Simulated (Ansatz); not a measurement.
# Cr (bcc type): the cost of one run

Program: Ansatz 0.2.0. Level of theory: DFT, LDA, all-electron LAPW, scalar-relativistic. These are calculated values, not measurements.

**1. The system as given**

Symmetry: Im-3m, No. 229, cubic system. Conventional cell: a = 2.800 Å, b = 2.800 Å, c = 2.800 Å, α = 90.00°, β = 90.00°, γ = 90.00°. Cr (site symmetry m-3m) has 8 Cr at 2.42 Å in its first shell of neighbours.

Coordinates:

```cif
data_structure
_symmetry_space_group_name_H-M 'Im-3m'
_symmetry_Int_Tables_number 229
_cell_length_a 2.7999
_cell_length_b 2.7999
_cell_length_c 2.7999
_cell_angle_alpha 90.000
_cell_angle_beta 90.000
_cell_angle_gamma 90.000
_cell_volume 21.95
loop_
_atom_site_label
_atom_site_type_symbol
_atom_site_symmetry_multiplicity
_atom_site_Wyckoff_symbol
_atom_site_fract_x
_atom_site_fract_y
_atom_site_fract_z
_atom_site_occupancy
Cr1 Cr 2 a 0.00000 0.00000 0.00000 1
```

The file gives the conventional cell by its symmetry; the runs use the cell typed in the input.

**2. Bcc relaxed under pressure, LAPW**

The input, input.yaml:

```yaml
crystal:
  lattice:
    - [-1.3999252653, 1.3999252653, 1.3999252653]
    - [1.3999252653, -1.3999252653, 1.3999252653]
    - [1.3999252653, 1.3999252653, -1.3999252653]
  atoms:
    - { symbol: Cr, position: [0.0, 0.0, 0.0], spin: 2.0 }
magnetization:
  spin_polarized: true
kpoints:
  mp_grid: { grid: [19, 19, 19] }
scf:
  occupations: { method: fermi_dirac, width: 0.05 }
hamiltonian:
  xc: lda
  pseudopotentials: { kind: all_electron, lapw: { basis_error: 0.0005 } }
output:
  forces: true
  stress: true
  eigenvalues: true
relax:
  f_tol: 0.005
  max_steps: 12
  cell: { p_target: -3.5, stress_tol: 0.03 }
```

Run with:

```console
> ansatz run input.yaml --threads 2 --pin off --max-ram 7168MiB --backend cpu --events-out ev --progress --plain --runs-dir out
```

Q: Estimate wall time and peak memory on 2 threads of Arm Neoverse V2, shared host.

About 36 s, with a peak of 0.52 GiB.
